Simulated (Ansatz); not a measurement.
Predict the output of the script below (Ansatz's Python interface).

Script `run_tae.py`:
```python
"""Energy to split CH4AlNO into its atoms."""

from collections import Counter

import ansatz as az
from ase import Atoms

BASIS_SET = "def2-TZVP"
FUNCTIONAL = "r2scan0"


def energy_of(molecule, charge=0, unpaired=0):
    calc = (
        molecule.calculation()
        .basis(gaussian=BASIS_SET)
        .functional(FUNCTIONAL)
    )
    if charge:
        calc = calc.charge(charge)
    if unpaired:
        calc = calc.spin("collinear", total=unpaired)
    report = calc.run(threads=1).report
    if report["published_state_doubts"]:
        print("  doubts:", report["published_state_doubts"])
    return report["free_energy_ev"]


def main() -> None:
    atoms = Atoms(["N", "C", "O", "Al", "H", "H", "H", "H"], positions=[
        (-0.5222, 1.139, -0.0423),
        (0.3786, 0.0923, 0.0882),
        (0.2886, -0.4469, 1.3716),
        (-0.3424, -1.6387, 0.1676),
        (-0.6355, 1.3948, -1.0917),
        (-0.1556, 2.0413, 0.405),
        (1.4528, 0.3138, -0.2207),
        (-0.3721, -2.9527, -0.7336),
    ])
    system = az.Crystal.molecule_from_ase(atoms)

    # unpaired electrons of the ground-state atoms
    unpaired = {"N": 3, "C": 2, "O": 2, "Al": 1, "H": 1}
    counts = Counter(site.symbol for site in system.cartesian_sites)
    atom_energy = {s: energy_of(az.Crystal.molecule().atom(s, (0, 0, 0)), 0, unpaired[s]) for s in counts}
    whole = energy_of(system, 0, 0)
    for s, e in atom_energy.items():
        print(f"{s:2s} x{counts[s]}  {e:14.5f} eV")
    print(f"CH4AlNO: {whole:.5f} eV")
    split = sum(counts[s] * e for s, e in atom_energy.items()) - whole
    print(f"atomisation energy (no zero-point term): {23.060548 * split:.1f} kcal/mol, {split / sum(counts.values()):.3f} eV an atom")


if __name__ == "__main__":
    main()
```

`python run_tae.py` gives:
```text
N  x1     -1485.23672 eV
C  x1     -1029.51733 eV
O  x1     -2042.38751 eV
Al x1     -6594.08278 eV
H  x4       -13.60215 eV
CH4AlNO: -11232.05265 eV
atomisation energy (no zero-point term): 609.3 kcal/mol, 3.302 eV an atom
```

609.3 kcal/mol from the electronic energies, without the zero-point term.

Caveats:
- These settings explore the input space; basis and method may be short of convergence.
- The geometry is a force-field or estimated start, not a minimum of this method, and the basis set is short of its limit. All parts are taken at fixed geometry, without zero-point energy.
- Timing: 9.8 s on 1 thread of Arm Neoverse V2 (shared host), peak memory 0.36 GiB.
